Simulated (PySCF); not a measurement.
# [IrCl2]+: structure of the singlet

Aim: relax [IrCl2]+ as a singlet from a linear start, check by its vibrations whether the end is a minimum, and collect its spectrum and constants.

Method: B3LYP, basis Ir def2-SVP with ECP60, Cl def2-SVP, scalar-relativistic core potentials, no spin–orbit coupling, density fitting; program: PySCF 2.14.0.

## (1) Starting geometry

3 atoms, charge 1, spin multiplicity 1.

Bond lengths: Ir1–Cl2 2.166 Å, Ir1–Cl3 2.166 Å. Angles: Cl2–Ir1–Cl3 180.0°.

Coordinates in bohr (charge 1 multiplicity 1):
```
Ir    0.0000    0.0000    0.0000
Cl    0.0000    0.0000    4.0928
Cl    0.0000    0.0000   -4.0928
```

## (2) Linear start, singlet: relaxation

One driver script runs all steps and calls PySCF; scf.py shows how it sets up the SCF of each step. The optimiser is the driver's own. Before each start the driver seeks the lowest SCF state from one or more starting densities and follows internal instabilities, so scf.py alone need not reach the same state.

The program finds D∞h symmetry in the start, which this walk keeps. Threshold on the gradient: 0.0003 Eh/bohr, with a further test on the energy change.

scf.py reads:

```python
from pyscf import gto, scf, dft
mol = gto.M(atom='''
Ir     0.000000     0.000000     0.000000
Cl     0.000000     0.000000     2.165800
Cl     0.000000     0.000000    -2.165800''',
    basis={'Ir': 'def2-SVP', 'Cl': 'def2-SVP'},
    ecp={'Ir': 'def2-SVP'},
    charge=1, spin=0)
mf = dft.RKS(mol, xc='B3LYP')
mf.grids.atom_grid = (50, 194)
aux = {'Ir': 'def2-universal-JKFIT', 'Cl': 'def2-universal-JKFIT'}
mf = mf.density_fit(auxbasis=aux)
mf.kernel()
```

The optimiser's trace:

```csv
step,energy (Eh),change (kJ/mol),largest symmetric gradient (Eh/bohr)
0,-1024.141453,0.00,0.02296
1,-1024.143853,-6.30,0.00037
2,-1024.143854,-6.30,0.00005
```

The walk took 2.1 s on 4 threads, shared host.

Positions (Å) and forces (eV/Å) along the way:

```
step 0
Ir   0.000   0.000   0.000   0.000   0.000   0.000
Cl   0.000   0.000   2.166   0.000   0.000  -1.181
Cl   0.000   0.000  -2.166   0.000   0.000   1.181
step 1
Ir   0.000   0.000   0.000   0.000   0.000   0.000
Cl   0.000   0.000   2.114   0.000   0.000  -0.019
Cl   0.000   0.000  -2.114   0.000   0.000   0.019
step 2
Ir   0.000   0.000   0.000   0.000   0.000   0.000
Cl   0.000   0.000   2.113   0.000   0.000   0.003
Cl   0.000   0.000  -2.113   0.000   0.000  -0.003
```

End point (D∞h, 2 steps, 6.3 kJ/mol gained): Ir–Cl 2.113 Å (×2); Cl–Ir–Cl 180.0°.

## (3) Frequencies

The point is checked on the finer grid, and tightened if its gradient asks for it. The Hessian and the dipole derivatives come from central differences of analytic gradients, with steps of 0.01 bohr.

scf.py, as its differences from that of step 2:

```diff
@@ -3,3 +3,3 @@
-Ir     0.000000     0.000000     0.000000
-Cl     0.000000     0.000000     2.165800
-Cl     0.000000     0.000000    -2.165800''',
+Ir    -0.000000     0.000000     0.000000
+Cl     0.000000    -0.000000     2.113232
+Cl    -0.000000     0.000000    -2.113232''',
@@ -10 +10 @@
-mf.grids.atom_grid = (50, 194)
+mf.grids.atom_grid = (75, 302)
```

This SCF starts from the last density.

SCF at the final geometry:

```text
init E= -1024.14384611858
  HOMO = -0.523194673480715  LUMO = -0.453323105025562  gap/eV = 1.90130
cycle= 1 E= -1024.14384611834  delta_E= 2.41e-10  |g|= 3.15e-05  |ddm|= 3.48e-05
  HOMO = -0.523185652776855  LUMO = -0.45331648288237  gap/eV = 1.90124
cycle= 2 E= -1024.14384611496  delta_E= 3.38e-09  |g|= 0.000119  |ddm|= 0.000131
  HOMO = -0.523192804289881  LUMO = -0.453321757205017  gap/eV = 1.90129
cycle= 3 E= -1024.14384611859  delta_E= -3.64e-09  |g|= 3.51e-07  |ddm|= 0.000103
  HOMO = -0.523192798573705  LUMO = -0.453321747662283  gap/eV = 1.90129
cycle= 4 E= -1024.1438461186  delta_E= -6.82e-13  |g|= 1.46e-07  |ddm|= 5.47e-07
  HOMO = -0.523192800255794  LUMO = -0.453321740963132  gap/eV = 1.90129
Extra cycle  E= -1024.14384611859  delta_E= 2.96e-12  |g|= 4.97e-07  |ddm|= 7.32e-07
converged SCF energy = -1024.14384611859
```

The whole step took 4.8 s.

Geometry: D∞h; Ir–Cl 2.113 Å (×2); Cl–Ir–Cl 180.0°.

Modes, for the most abundant isotopes:

```
symmetry  ω (cm⁻¹)  IR (km/mol)  μ (u)     type
      πu       71i          1.8  44.71     bend
     σg+       448          0.0  34.97  stretch
     σu+       480         43.7  44.71  stretch
```

2 modes are imaginary, the largest at 71i cm⁻¹: a saddle point, not a minimum.

Properties at this point:

```
Dipole moment about the centre of mass                          : 0.00 D
Highest occupied level                                          : -14.24 eV
Lowest empty level                                              : -12.34 eV
Rotational constants                                            : 0.05397 cm⁻¹
Zero-point energy (real modes)                                  : 5.5 kJ/mol
Principal polarisabilities                                      : 30.9, 30.9, 98.1 bohr³
Principal traceless quadrupole moments about the centre of mass : -9.09, -9.09, 18.19 D Å
```

Populations by atom (charges in e):

```
 atom  Mulliken  Löwdin  polar tensor  Mayer order to Ir1
  Ir1      0.54   -0.09          1.09                   –
Cl2,3      0.23    0.54         -0.05                1.68
```

Outer orbital energies (eV). occupied: -18.20, -18.20, -17.39, -16.70, -16.70, -14.55, -14.55, -14.24; empty: -12.34, -12.34, -5.70, -4.66.

Mulliken populations on Ir1 (outside its core potential): s 2.96, p 6.19, d 7.27, f 0.04.

## (4) Leaving the saddle point

The atoms are moved a little along the softest imaginary mode and relaxed again.

The program finds C2v symmetry in the start, which this walk keeps.

scf.py, as its differences from that of step 3:

```diff
@@ -3,3 +3,3 @@
-Ir    -0.000000     0.000000     0.000000
-Cl     0.000000    -0.000000     2.113232
-Cl    -0.000000     0.000000    -2.113232''',
+Ir     0.090610    -0.000276    -0.000000
+Cl    -0.249999     0.000761     2.113232
+Cl    -0.249999     0.000761    -2.113232''',
@@ -10 +10 @@
-mf.grids.atom_grid = (75, 302)
+mf.grids.atom_grid = (50, 194)
```

Energy and gradient, step by step:

```csv
step,energy (Eh),change (kJ/mol),largest symmetric gradient (Eh/bohr)
0,-1024.144852,0.00,0.01298
1,-1024.145845,-2.61,0.00414
2,-1024.146309,-3.83,0.00512
3,-1024.147639,-7.32,0.00739
4,-1024.147839,-7.84,0.00308
5,-1024.148021,-8.32,0.00088
6,-1024.148032,-8.35,0.00113
7,-1024.148036,-8.36,0.00064
8,-1024.148037,-8.36,0.00000
```

The walk took 6.1 s.

After 8 steps and 8.4 kJ/mol it ends at C2v: Ir–Cl 2.117 Å (×2); Cl–Ir–Cl 138.6°.

## (5) Frequencies

The same treatment as at the point before.

scf.py, as its differences from that of step 4:

```diff
@@ -3,3 +3,3 @@
-Ir     0.090610    -0.000276    -0.000000
-Cl    -0.249999     0.000761     2.113232
-Cl    -0.249999     0.000761    -2.113232''',
+Ir     0.193037    -0.000588    -0.000000
+Cl    -0.545981     0.001663     1.983762
+Cl    -0.545981     0.001663    -1.983762''',
@@ -10 +10 @@
-mf.grids.atom_grid = (50, 194)
+mf.grids.atom_grid = (75, 302)
```

Log of the central SCF (cycles and frontier levels):

```text
init E= -1024.14796512564
  HOMO = -0.517218108870827  LUMO = -0.453401944754929  gap/eV = 1.73653
cycle= 1 E= -1024.14796512003  delta_E= 5.62e-09  |g|= 0.000143  |ddm|= 0.000198
  HOMO = -0.517191606586768  LUMO = -0.453380269425733  gap/eV = 1.73639
cycle= 2 E= -1024.14796504986  delta_E= 7.02e-08  |g|= 0.00051  |ddm|= 0.000688
  HOMO = -0.517213328438305  LUMO = -0.453398214086515  gap/eV = 1.73650
cycle= 3 E= -1024.14796512606  delta_E= -7.62e-08  |g|= 1.72e-05  |ddm|= 0.000529
  HOMO = -0.517212567236885  LUMO = -0.453397535705755  gap/eV = 1.73650
cycle= 4 E= -1024.14796512614  delta_E= -8.55e-11  |g|= 3.63e-06  |ddm|= 2.23e-05
  HOMO = -0.517212899096411  LUMO = -0.45339772957507  gap/eV = 1.73650
Extra cycle  E= -1024.14796512611  delta_E= 3.41e-11  |g|= 1.09e-05  |ddm|= 1.59e-05
converged SCF energy = -1024.14796512611
```

The whole step took 9.8 s.

Geometry: C2v; Ir–Cl 2.117 Å (×2); Cl–Ir–Cl 139.1°.

Harmonic modes (main isotopes):

```json
{"symmetry": "a1", "ω (cm⁻¹)": "75", "IR (km/mol)": "0.0", "type": "bend"}
{"symmetry": "a1", "ω (cm⁻¹)": "444", "IR (km/mol)": "4.9", "type": "stretch"}
{"symmetry": "b2", "ω (cm⁻¹)": "470", "IR (km/mol)": "35.9", "type": "stretch"}
```

Every mode is real; the point is a minimum.

Constants and moments:

* Dipole moment about the centre of mass: 0.56 D
* Highest occupied level: -14.07 eV
* Lowest empty level: -12.34 eV
* Rotational constants: 0.6013, 0.06125, 0.05559 cm⁻¹
* Zero-point energy: 5.9 kJ/mol
* Principal polarisabilities: 30.5, 36.3, 90.5 bohr³
* Principal traceless quadrupole moments about the centre of mass: -8.41, -6.41, 14.82 D Å
* Entropy at 298.15 K and 1 bar: 305.4 J/(mol K)
* Heat capacity Cp at 298.15 K: 52.7 J/(mol K)
* Enthalpy at 298.15 K above 0 K: 13.33 kJ/mol
* Rotational symmetry number: 2

Charges (e) and bond orders:

```csv
atom,Mulliken,Löwdin,polar tensor,Mayer order to Ir1
Ir1,0.60,-0.05,1.18,–
"Cl2,3",0.20,0.53,-0.09,1.65
```

Mulliken populations on Ir1 (outside its core potential): s 2.81, p 6.20, d 7.35, f 0.03.

## (6) Would spin polarisation lower it?

At the lowest minimum the closed shell is tested against spin polarisation, on the (50, 194) grid. It is unstable: an open-shell solution lies lower. That solution was not followed to a minimum here.

## (7) All stationary points

| spin | group | bonds | imaginary modes (cm⁻¹) | ΔE (kJ/mol) | with zero-point energy |
| --- | --- | --- | --- | --- | --- |
| singlet | C2v | Ir–Cl 2.117 Å (×2) | none | 0.0 | 0.0 |
| singlet | D∞h | Ir–Cl 2.113 Å (×2) | 71i, 71i | 10.8 | – |

## (8) Results

| quantity | value |
| --- | --- |
| minimum | singlet, C2v (closed shell, unstable towards spin polarisation) |
| geometry | Ir–Cl 2.117 Å (×2); Cl–Ir–Cl 139.1° |
| wavenumbers (cm⁻¹) | 75 (a1), 444 (a1), 470 (b2) |
| dipole moment (centre of mass) | 0.56 D |
| highest occupied, lowest empty level | -14.07, -12.34 eV |
| polar-tensor charge of Ir1 | +1.18 e |
| zero-point energy | 5.9 kJ/mol |

In words: From D∞h at the start the molecule goes to a C2v minimum, after a stop at a second-order saddle point 10.8 kJ/mol higher, from which it was pushed off along an imaginary mode. The strongest infrared band lies at 470 cm⁻¹ (b2, stretch). Other starts or spin states, not run here, may lie lower. Modes under about 90 cm⁻¹ are uncertain by tens of cm⁻¹. A stability analysis at the minimum finds the closed shell unstable towards spin polarisation: an open-shell solution lies lower, and these values are not those of the lowest state. With an element this heavy the missing spin–orbit coupling can shift these numbers.

The search up to here took 26 s on 4 threads, shared host.
